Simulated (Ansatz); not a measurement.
AgRh:

```
Ag Rh
1.0
     2.77759    0.00000    0.00000
    -1.38879    2.40546    0.00000
     0.00000    0.00000    4.80860
Ag Rh
1 1
Direct
  0.00000 0.00000 0.50000
  0.66667 0.33333 0.00000
```

The cell comes from a database or a generator and needn't be the stable form of this composition.

| Property | Result |
| --- | --- |
| Program | Ansatz 0.2.0 |
| Task | relaxation of cell and atoms |
| Functional | B3LYP |
| Potentials or basis | Ansatz PAW |
| Cutoff | 420 eV (not typed: the program's choice for these potentials) |
| k mesh | 6 × 6 × 3 |
| Occupations | fermi-dirac, width 0.05 eV |
| Spin | no spin polarisation |

At the start: volume 16.06 Å³/atom.

**Question.** Where does the relaxation end?

**Answer.** It ends after 5 steps and the volume is 16.29 Å³/atom (+1.4 %); space group P-6m2 (No. 187, to 0.05 Å).

The path:
```tsv
step	energy change (eV)	largest force (eV/Å)	volume (Å³)
1	0.0000	0.0000	32.13
2	-0.0022	0.0000	33.05
3	-0.0056	0.0000	32.59
4	-0.0056	0.0000	32.57
5	-0.0059	0.0000	32.57
```

Final structure:
```
Ag Rh
1.0
     2.77413    0.00000    0.00000
    -1.38706    2.40247    0.00000
     0.00000    0.00000    4.88739
Ag Rh
1 1
Direct
  0.00000 0.00000 0.50000
  0.66667 0.33333 0.00000
```

Caveat: the k mesh is coarse (spacing up to 0.44 Å⁻¹), so the values aren't converged, least of all with exact exchange; the plane-wave basis is chosen anew once the cell has moved, so the energies of steps on either side of that aren't comparable; the PAW data sets come from PBE, with cores solved anew for the run's functional, which leaves a small shift of forces and pressure.
